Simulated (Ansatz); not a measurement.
# BrClFHHfO: a ladder of functionals and wavefunction methods

One table from this session's results is given with a row withheld; the runs are named, their logs left out.

Computed with Ansatz 0.2.0, Gaussian basis. Level: functionals in def2-TZVPP, the program's frozen cores in correlated methods.

Plan: LDA (SPW92), PBE-D4, revPBE-D4, BLYP-D4, r2SCAN-D4, B97M-V, PBE0-D4, B3LYP-D4, r2SCANh-D4, r2SCAN0-D4, HSE06-D4, BHLYP-D4, CAM-B3LYP-D4, LC-ωPBE, ωB97X-V, ωB97M-V, B2PLYP, PBE-QIDH; CCSD(T)/def2-SVP; CCSD(T)/def2-TZVPP; MP2/def2-QZVPP; extrapolation to the limit; RPA on PBE.

### Structure used throughout

All runs share one geometry, relaxed beforehand with PBE0-D4 in a triple-zeta def2 set. Hf takes the def2 core potential; no spin-orbit term is included.

SMILES `[OH][Hf]([F])([Cl])[Br]`, 6 atoms, charge 0, spin multiplicity 1.

Atoms are counted from 1 here; the program's logs count them from 0.

Bond lengths: O1–Hf2 1.886 Å, O1–H6 0.952 Å, Hf2–F3 1.893 Å, Hf2–Cl4 2.342 Å, Hf2–Br5 2.502 Å. Angles: Hf2–O1–H6 178.2°, O1–Hf2–F3 108.7°, O1–Hf2–Cl4 109.7°, O1–Hf2–Br5 109.8°, F3–Hf2–Cl4 108.8°, F3–Hf2–Br5 109.2°, Cl4–Hf2–Br5 110.6°.

The first run:

Contents of in.yaml:

```yaml
crystal:
  periodic: [false, false, false]
  atoms:
    - {symbol: O, position_ang: [-1.004573, 1.032143, -0.258570]}
    - {symbol: Hf, position_ang: [0.248561, -0.352351, 0.002754]}
    - {symbol: F, position_ang: [0.107129, -1.579512, -1.431316]}
    - {symbol: Cl, position_ang: [-0.220568, -1.473318, 2.004948]}
    - {symbol: Br, position_ang: [2.563756, 0.595632, 0.046625]}
    - {symbol: H, position_ang: [-1.652307, 1.713505, -0.410542]}
basis:
  gaussian: {orbitals: def2-TZVPP}
hamiltonian: {xc: lda}
output: {orbitals: {seedname: orbitals}}
```

The run is started by

```sh
ansatz run in.yaml --threads 4 --pin off --events-out ev --progress --plain --max-ram 10444MiB
```

Among the steps run: LDA; PBE-D4 (GGA); revPBE-D4 (GGA); BLYP-D4 (GGA); r2SCAN-D4 (meta-GGA); B97M-V (meta-GGA); PBE0-D4 (hybrid); B3LYP-D4 (hybrid); r2SCANh-D4 (hybrid); r2SCAN0-D4 (hybrid); HSE06-D4 (hybrid); BHLYP-D4 (hybrid); CAM-B3LYP-D4 (range-separated); LC-ωPBE (range-separated); ωB97X-V (range-separated); ωB97M-V (range-separated); B2PLYP (double hybrid); PBE-QIDH (double hybrid).

One of the session's tables, all rows but one given; the rest of the session is left out.

It belongs to the step «Orbital energies across the functionals». 

```
  functional  HOMO (eV)  gap (eV)
 LDA (SPW92)      -7.70      5.33
      PBE-D4      -7.52      5.42
   revPBE-D4      -7.45      5.46
     BLYP-D4      -7.34      5.37
   r2SCAN-D4      -7.89      5.97
      B97M-V          ?         ?
     PBE0-D4      -8.83      7.54
    B3LYP-D4      -8.55      7.05
  r2SCANh-D4      -8.36      6.74
  r2SCAN0-D4      -9.07      7.90
    HSE06-D4      -8.43      6.76
    BHLYP-D4      -9.96      9.63
CAM-B3LYP-D4     -10.13      9.93
     LC-ωPBE     -11.53     12.49
     ωB97X-V     -11.16     12.03
     ωB97M-V     -11.02     11.77
```

Q: Estimate the row for B97M-V from the others.

As computed: HOMO (eV): -7.92; gap (eV): 6.07. In the column «HOMO (eV)» it lies between r2SCANh-D4 (-8.36) and r2SCAN-D4 (-7.89).
